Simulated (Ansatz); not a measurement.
BiTe:

```xyz
2
Lattice="2.4227 1.3988 3.3173 -2.4227 1.3988 3.3173 0.0000 -2.7975 3.3173" Properties=species:S:1:pos:R:3 pbc="T T T"
Bi    0.0000    0.0000    4.9759
Te    0.0000    0.0000    0.0000
```

The cell comes from a database or a generator and needn't be the stable form of this composition.

| Property | Result |
| --- | --- |
| Program | Ansatz 0.2.0 |
| Task | relaxation of cell and atoms |
| Functional | B3LYP |
| Potentials or basis | Ansatz PAW |
| Cutoff | 420 eV (not typed: the program's choice for these potentials) |
| k mesh | 4 × 4 × 4 |
| Occupations | fermi-dirac, width 0.05 eV |
| Spin | no spin polarisation |

At the start: volume 33.72 Å³/atom.

Problem. How do energy, volume and symmetry change on relaxing?

Solution. It ends after 5 steps and the volume is 35.09 Å³/atom (+4.0 %); space group R-3m (No. 166, to 0.05 Å).

The path:
| step | energy change (eV) | largest force (eV/Å) | volume (Å³) |
| --- | --- | --- | --- |
| 1 | 0.0000 | 0.0000 | 67.45 |
| 2 | -0.0141 | 0.0000 | 71.02 |
| 3 | -0.0170 | 0.0000 | 70.25 |
| 4 | -0.0171 | 0.0000 | 70.18 |
| 5 | -0.0177 | 0.0000 | 70.18 |

Final structure:
```
Bi Te
1.0
     2.42517    1.40017    3.44440
    -2.42517    1.40017    3.44440
     0.00000   -2.80035    3.44440
Bi Te
1 1
Direct
  0.50000 0.50000 0.50000
  0.00000 0.00000 0.00000
```

Caveat: the k mesh is coarse (spacing up to 0.41 Å⁻¹), so the values aren't converged, least of all with exact exchange; the plane-wave basis is chosen anew once the cell has moved, so the energies of steps on either side of that aren't comparable; the PAW data sets come from PBE, with cores solved anew for the run's functional, which leaves a small shift of forces and pressure.
